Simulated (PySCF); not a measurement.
# A gas-phase reaction: ClGeH5OSi + H2 → ClGeH5Si + H2O

What reaction energy should one expect for `O[SiH](Cl)[GeH3]` + `[H][H]` → `Cl[SiH2][GeH3]` + `O`?

Programs: PySCF 2.14.0. All values are calculated, for the isolated system unless a continuum is named. Atoms count from 0, parts from 1.

### 1 The system as given

Each species was relaxed by itself at PBE0-D3(BJ)/def2-SVPD.

### 2 Reaction energy: wB97M-D3(BJ)/def2-TZVPD

What the job is given:

```
{"job": {"kind": "react", "xc": "wB97M-D3(BJ)", "basis": "def2-TZVPD"}, "charge": 0, "multiplicity": 1}
-1 ClGeH5OSi charge 0 multiplicity 1
O      1.632960    -1.059720    -0.240770
Si     0.986970     0.367690     0.326470
Cl     1.715240     1.979950    -0.789420
Ge    -1.360000     0.197940     0.024960
H      2.580800    -1.199680    -0.168790
H      1.442220     0.639920     1.719960
H     -1.896860    -1.007860     0.812990
H     -1.661320     0.014100    -1.468780
H     -2.038640     1.478250     0.535220

-1 H2 charge 0 multiplicity 1
H      0.380200    -0.000920    -0.008580
H     -0.380200     0.000920     0.008580

+1 ClGeH5Si charge 0 multiplicity 1
Cl     1.418970     0.699240     2.401420
Si    -0.294400     0.729280     1.201850
Ge     0.184790    -0.395750    -0.838830
H     -1.380580     0.056720     1.969890
H     -0.652300     2.159350     0.981130
H     -1.028090    -0.287600    -1.779920
H      0.475700    -1.878220    -0.561980
H      1.405090     0.248940    -1.512300

+1 H2O charge 0 multiplicity 1
O     -0.003710     0.389360    -0.003950
H     -0.760990    -0.201960     0.001740
H      0.764740    -0.187370     0.002190
```

Method: wB97M-D3(BJ)/def2-TZVPD reaction energy of separated species, gas phase.

Started as:

```bash
> OMP_NUM_THREADS=1 python cluster_run.py task.json out
```

This one command runs all jobs of the session in turn.

What it wrote:

```text
species 1 (ClGeH5OSi)
coarse grid: 37688 points
cycle   1  E = -2905.0814808284  dE = -4.326e-01  |g| = 8.918e-01  |ddm| = 2.385e+00
cycle   2  E = -2905.0712912007  dE =  1.019e-02  |g| = 9.897e-01  |ddm| = 1.072e+00
cycle   3  E = -2905.2025221551  dE = -1.312e-01  |g| = 7.087e-02  |ddm| = 5.276e-01
cycle   4  E = -2905.2034377809  dE = -9.156e-04  |g| = 3.780e-02  |ddm| = 7.608e-02
cycle   5  E = -2905.2036605719  dE = -2.228e-04  |g| = 6.328e-03  |ddm| = 2.901e-02
cycle   6  E = -2905.2036721527  dE = -1.158e-05  |g| = 2.693e-03  |ddm| = 1.014e-02
cycle   7  E = -2905.2036737480  dE = -1.595e-06  |g| = 5.564e-04  |ddm| = 3.491e-03
final grid: 74784 points
cycle   8  E = -2905.2035796271  dE = -1.726e-07  |g| = 3.241e-04  |ddm| = 3.080e-03
cycle   9  E = -2905.2035796491  dE = -2.199e-08  |g| = 2.798e-04  |ddm| = 6.684e-04
cycle  10  E = -2905.2035796595  dE = -1.045e-08  |g| = 4.090e-05  |ddm| = 1.921e-04
cycle  11  E = -2905.2035796608  dE = -1.285e-09  |g| = 2.486e-05  |ddm| = 1.076e-04
cycle  12  E = -2905.2035796610  dE = -2.083e-10  |g| = 3.337e-06  |ddm| = 3.778e-05
converged SCF energy = -2905.2035796610

species 2 (H2)
coarse grid: 4944 points
cycle   1  E = -1.1694186359  dE = -2.751e-01  |g| = 9.865e-03  |ddm| = 4.504e-01
cycle   2  E = -1.1694528789  dE = -3.424e-05  |g| = 1.161e-03  |ddm| = 9.676e-03
cycle   3  E = -1.1694535611  dE = -6.822e-07  |g| = 1.815e-04  |ddm| = 1.918e-03
final grid: 10744 points
cycle   4  E = -1.1694521833  dE = -2.407e-08  |g| = 4.114e-05  |ddm| = 3.870e-04
cycle   5  E = -1.1694521845  dE = -1.270e-09  |g| = 9.629e-06  |ddm| = 9.175e-05
cycle   6  E = -1.1694521846  dE = -7.528e-11  |g| = 3.020e-07  |ddm| = 2.872e-05
converged SCF energy = -1.1694521846

species 3 (ClGeH5Si)
coarse grid: 32504 points
cycle   1  E = -2829.8191097113  dE = -6.819e-01  |g| = 6.251e-01  |ddm| = 2.187e+00
cycle   2  E = -2829.8358388915  dE = -1.673e-02  |g| = 6.160e-01  |ddm| = 7.958e-01
cycle   3  E = -2829.8693504133  dE = -3.351e-02  |g| = 2.987e-02  |ddm| = 3.663e-01
cycle   4  E = -2829.8696121962  dE = -2.618e-04  |g| = 1.593e-02  |ddm| = 5.083e-02
cycle   5  E = -2829.8696783512  dE = -6.615e-05  |g| = 3.296e-03  |ddm| = 1.641e-02
cycle   6  E = -2829.8696823269  dE = -3.976e-06  |g| = 5.236e-04  |ddm| = 6.257e-03
final grid: 63576 points
cycle   7  E = -2829.8696142350  dE = -1.740e-07  |g| = 2.707e-04  |ddm| = 2.570e-03
cycle   8  E = -2829.8696142544  dE = -1.944e-08  |g| = 2.257e-04  |ddm| = 5.225e-04
cycle   9  E = -2829.8696142602  dE = -5.821e-09  |g| = 4.027e-05  |ddm| = 1.555e-04
cycle  10  E = -2829.8696142614  dE = -1.138e-09  |g| = 1.857e-05  |ddm| = 9.537e-05
cycle  11  E = -2829.8696142615  dE = -1.432e-10  |g| = 3.864e-06  |ddm| = 3.284e-05
converged SCF energy = -2829.8696142615

species 4 (H2O)
coarse grid: 10128 points
cycle   1  E = -76.4117499062  dE = -7.454e-02  |g| = 5.872e-01  |ddm| = 8.994e-01
cycle   2  E = -76.4087426882  dE =  3.007e-03  |g| = 6.461e-01  |ddm| = 5.038e-01
cycle   3  E = -76.4759334444  dE = -6.719e-02  |g| = 2.731e-02  |ddm| = 2.374e-01
cycle   4  E = -76.4760586474  dE = -1.252e-04  |g| = 5.497e-03  |ddm| = 1.609e-02
cycle   5  E = -76.4760673242  dE = -8.677e-06  |g| = 8.214e-04  |ddm| = 5.831e-03
final grid: 21952 points
cycle   6  E = -76.4760630052  dE = -1.975e-07  |g| = 5.843e-04  |ddm| = 1.373e-03
cycle   7  E = -76.4760630120  dE = -6.839e-09  |g| = 6.466e-04  |ddm| = 6.469e-04
cycle   8  E = -76.4760630756  dE = -6.364e-08  |g| = 3.199e-05  |ddm| = 2.236e-04
cycle   9  E = -76.4760630765  dE = -8.229e-10  |g| = 4.133e-06  |ddm| = 1.105e-04
converged SCF energy = -76.4760630765

Reaction energy = 17.738 kcal/mol
```

It took 41 s on 1 thread of Arm Neoverse V1, shared host; peak memory 0.79 GiB.

Species by species (with the dispersion term, which the log's SCF energies lack):

```
 ν           species  energy (Eh)  HOMO (eV)
-1  O[SiH](Cl)[GeH3]  -2905.21254     -10.30
-1            [H][H]     -1.16967     -14.48
+1    Cl[SiH2][GeH3]  -2829.87712     -10.30
+1                 O    -76.47682     -11.72
```

### 3 Energies of the species: PBE0-D3(BJ)/def2-TZVPD

Same as in step 2 but for these lines:

```diff
@@ -1,2 +1,2 @@
-{"job": {"kind": "react", "xc": "wB97M-D3(BJ)", "basis": "def2-TZVPD"}, "charge": 0, "multiplicity": 1}
+{"job": {"kind": "react", "xc": "PBE0", "basis": "def2-TZVPD", "disp": "d3bj"}, "charge": 0, "multiplicity": 1}
 -1 ClGeH5OSi charge 0 multiplicity 1
```

With the program's defaults for keys left out, this is: PBE0-D3(BJ)/def2-TZVPD reaction energy of separated species, gas phase.

What it wrote:

```text
species 1 (ClGeH5OSi)
coarse grid: 37688 points
cycle   1  E = -2904.3465715102  dE = -3.901e-01  |g| = 9.434e-01  |ddm| = 2.416e+00
cycle   2  E = -2904.1494318317  dE =  1.971e-01  |g| = 1.411e+00  |ddm| = 1.284e+00
cycle   3  E = -2904.4601967048  dE = -3.108e-01  |g| = 1.903e-01  |ddm| = 8.183e-01
cycle   4  E = -2904.4660191044  dE = -5.822e-03  |g| = 4.186e-02  |ddm| = 1.298e-01
cycle   5  E = -2904.4662025918  dE = -1.835e-04  |g| = 7.577e-03  |ddm| = 3.066e-02
cycle   6  E = -2904.4662143923  dE = -1.180e-05  |g| = 2.440e-03  |ddm| = 7.844e-03
cycle   7  E = -2904.4662158110  dE = -1.419e-06  |g| = 5.649e-04  |ddm| = 2.220e-03
final grid: 74784 points
cycle   8  E = -2904.4662049460  dE = -2.525e-09  |g| = 6.814e-04  |ddm| = 2.722e-03
cycle   9  E = -2904.4662048903  dE =  5.569e-08  |g| = 8.684e-04  |ddm| = 1.131e-03
cycle  10  E = -2904.4662050443  dE = -1.541e-07  |g| = 7.253e-05  |ddm| = 6.177e-04
cycle  11  E = -2904.4662050453  dE = -9.441e-10  |g| = 1.373e-05  |ddm| = 4.522e-05
converged SCF energy = -2904.4662050453

species 2 (H2)
coarse grid: 1240 points
cycle   1  E = -1.1670613805  dE = -2.327e-01  |g| = 2.266e-02  |ddm| = 4.588e-01
cycle   2  E = -1.1672488312  dE = -1.875e-04  |g| = 3.233e-03  |ddm| = 1.897e-02
cycle   3  E = -1.1672532875  dE = -4.456e-06  |g| = 9.769e-05  |ddm| = 2.761e-03
final grid: 10744 points
cycle   4  E = -1.1681372564  dE = -1.930e-06  |g| = 2.741e-04  |ddm| = 1.572e-03
cycle   5  E = -1.1681372846  dE = -2.828e-08  |g| = 3.989e-05  |ddm| = 2.445e-04
cycle   6  E = -1.1681372853  dE = -6.318e-10  |g| = 1.264e-06  |ddm| = 3.105e-05
converged SCF energy = -1.1681372853

species 3 (ClGeH5Si)
coarse grid: 32504 points
cycle   1  E = -2829.1909022735  dE = -6.514e-01  |g| = 6.417e-01  |ddm| = 2.168e+00
cycle   2  E = -2829.1763935689  dE =  1.451e-02  |g| = 7.400e-01  |ddm| = 8.439e-01
cycle   3  E = -2829.2279311952  dE = -5.154e-02  |g| = 3.012e-02  |ddm| = 4.673e-01
cycle   4  E = -2829.2280811250  dE = -1.499e-04  |g| = 1.141e-02  |ddm| = 2.921e-02
cycle   5  E = -2829.2281165760  dE = -3.545e-05  |g| = 3.974e-03  |ddm| = 1.217e-02
cycle   6  E = -2829.2281202520  dE = -3.676e-06  |g| = 6.634e-04  |ddm| = 3.511e-03
final grid: 63576 points
cycle   7  E = -2829.2281332756  dE = -4.185e-08  |g| = 7.155e-04  |ddm| = 2.375e-03
cycle   8  E = -2829.2281332615  dE =  1.403e-08  |g| = 9.027e-04  |ddm| = 1.052e-03
cycle   9  E = -2829.2281333436  dE = -8.202e-08  |g| = 5.711e-05  |ddm| = 5.376e-04
cycle  10  E = -2829.2281333441  dE = -5.816e-10  |g| = 4.894e-06  |ddm| = 5.316e-05
converged SCF energy = -2829.2281333441

species 4 (H2O)
coarse grid: 2328 points
cycle   1  E = -76.3044292869  dE = -5.300e-03  |g| = 6.571e-01  |ddm| = 9.011e-01
cycle   2  E = -76.1882090787  dE =  1.162e-01  |g| = 1.036e+00  |ddm| = 7.256e-01
cycle   3  E = -76.3820291569  dE = -1.938e-01  |g| = 3.132e-02  |ddm| = 4.396e-01
cycle   4  E = -76.3822114626  dE = -1.823e-04  |g| = 5.864e-03  |ddm| = 1.606e-02
cycle   5  E = -76.3822166016  dE = -5.139e-06  |g| = 7.850e-04  |ddm| = 2.507e-03
final grid: 21952 points
cycle   6  E = -76.3808944229  dE = -1.510e-05  |g| = 3.448e-03  |ddm| = 9.295e-03
cycle   7  E = -76.3808924571  dE =  1.966e-06  |g| = 4.752e-03  |ddm| = 3.320e-03
cycle   8  E = -76.3808961733  dE = -3.716e-06  |g| = 2.517e-04  |ddm| = 1.965e-03
cycle   9  E = -76.3808961839  dE = -1.061e-08  |g| = 2.397e-05  |ddm| = 1.100e-04
cycle  10  E = -76.3808961840  dE = -1.124e-10  |g| = 3.293e-06  |ddm| = 1.513e-05
converged SCF energy = -76.3808961840

Reaction energy = 16.441 kcal/mol
```

Wall time 21 s (1 thread of Arm Neoverse V1, shared host); peak memory 0.72 GiB.

Reaction energy at this level: 16.44 kcal/mol.

### 4 Comparing the runs

Energies in kcal/mol, with wall time:

```
                    run  reaction  time
wB97M-D3(BJ)/def2-TZVPD     17.74  41 s
 PBE0-D3(BJ)/def2-TZVPD     16.44  21 s
```

### 5 What came out

| quantity | value |
| --- | --- |
| reaction energy (wB97M-D3(BJ)/def2-TZVPD) | 17.74 kcal/mol |
| ΔH, ΔG at 298 K (xTB thermal terms) | +21.3, +18.0 kcal/mol |
| range of the reaction energy over the runs of this table | 16.44 to 17.74 kcal/mol |

What this shows: The reaction is endothermic by 21.3 kcal/mol in the gas phase; dispersion gives +0.57, and xTB itself gave 18.08 for the electronic energy (xTB energies and thermal terms come from the earlier relaxation of each species, not shown). No barrier was sought. The reaction energy runs from 16.44 (PBE0-D3(BJ)/def2-TZVPD) to 17.74 kcal/mol (wB97M-D3(BJ)/def2-TZVPD).
